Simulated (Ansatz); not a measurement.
## CdAu, space group Pmma: an equation of state with a fit, step by step

Program: Ansatz's Python interface.

Run as a notebook:

In [1]:
```python
import ansatz as az
import numpy as np
from pymatgen.analysis.eos import EOS
```

In [2]:
```python
VECTORS = np.array([
    [4.7645, 0.0, 0.0],
    [0.0, 3.154, 0.0],
    [0.0, 0.0, 4.8644],
])
SITES = [
    ("Cd", (0.25, 0.0, 0.312)),
    ("Cd", (0.75, 0.0, 0.688)),
    ("Au", (0.25, 0.5, 0.812)),
    ("Au", (0.75, 0.5, 0.188)),
]
```

In [3]:
```python
def on_lattice(cell):
    crystal = az.Crystal(lattice=az.Lattice.of(cell))
    for symbol, position in SITES:
        crystal = crystal.atom(symbol, position)
    return crystal

# uniform scaling of the cell
volumes, energies, pressures = [], [], []
for scale in np.linspace(0.9, 1.1, 9):
    cell = VECTORS * scale ** (1 / 3)
    base = (
        on_lattice(cell).calculation()
        .functional("r2SCAN")
        .occupations("fermi_dirac", width=100 * az.meV)
        .basis(600)
        .kpoints(5, 7, 5)
        .stress()
    )
    summary = base.run(threads=1).report
    volumes.append(abs(np.linalg.det(cell)) / len(SITES))
    energies.append(summary["free_energy_ev"] / len(SITES))
    pressures.append(np.trace(summary["stress_gpa"]) / 3)
    print(f"V = {volumes[-1]:8.4f} A^3/atom  F = {energies[-1]:.5f} eV/atom  P = {pressures[-1]:8.3f} GPa")
```
```text
V =  16.4472 A^3/atom  F = -10715.93240 eV/atom  P =   20.646 GPa
V =  16.9040 A^3/atom  F = -10715.98323 eV/atom  P =   15.155 GPa
V =  17.3609 A^3/atom  F = -10716.01960 eV/atom  P =   10.479 GPa
V =  17.8178 A^3/atom  F = -10716.04366 eV/atom  P =    6.498 GPa
V =  18.2746 A^3/atom  F = -10716.05723 eV/atom  P =    3.113 GPa
V =  18.7315 A^3/atom  F = -10716.06189 eV/atom  P =    0.238 GPa
V =  19.1883 A^3/atom  F = -10716.05900 eV/atom  P =   -2.197 GPa
V =  19.6452 A^3/atom  F = -10716.04972 eV/atom  P =   -4.256 GPa
V =  20.1021 A^3/atom  F = -10716.03504 eV/atom  P =   -5.991 GPa
```

In [4]:
```python
for form in ["vinet", "pourier_tarantola", "murnaghan"]:
    fit = EOS(eos_name=form).fit(volumes, energies)
    print(f"{form:18s} V0 {fit.v0:8.4f} A^3/atom  B0 {fit.b0_GPa:7.1f} GPa  B1 {fit.b1:5.2f}")
```
```text
vinet              V0  18.7730 A^3/atom  B0   107.0 GPa  B1  5.81
pourier_tarantola  V0  18.7694 A^3/atom  B0   107.5 GPa  B1  6.08
murnaghan          V0  18.7774 A^3/atom  B0   106.7 GPa  B1  5.47
```

A third-order Birch-Murnaghan fit through the 9 points (the script's own form differs a little) has its minimum at 18.77 Å³ an atom, 2.7 % above the typed cell, with a bulk modulus of 107 GPa and dB/dP = 5.7. From that minimum the energy rises by 129.5 meV an atom on the compressed side and 26.9 meV on the expanded side.

What to keep in mind:
- Absolute energies stand on the zero of these potentials, so only differences at equal settings mean something.
- Shape and fractional positions are held along the curve, so the bulk modulus is an upper value where they are free to relax, by a factor of two or more in layered or hydrogen-bonded cells.
- The mesh is modest for a metal, so energies can be off by several to tens of meV an atom and pressures by half a GPa or more; differences at equal mesh fare better.
- Pressure is positive in compression.
- Spin-orbit coupling, which matters for elements this heavy, is left out.
- The starting cell is as deposited in a crystallographic database; the results hold for this polymorph, which needn't be the stable one.
- The whole script took 100 s on 1 thread of Intel(R) Xeon(R) Platinum 8488C (Sapphire Rapids), on a shared host, peak memory 0.84 GiB.
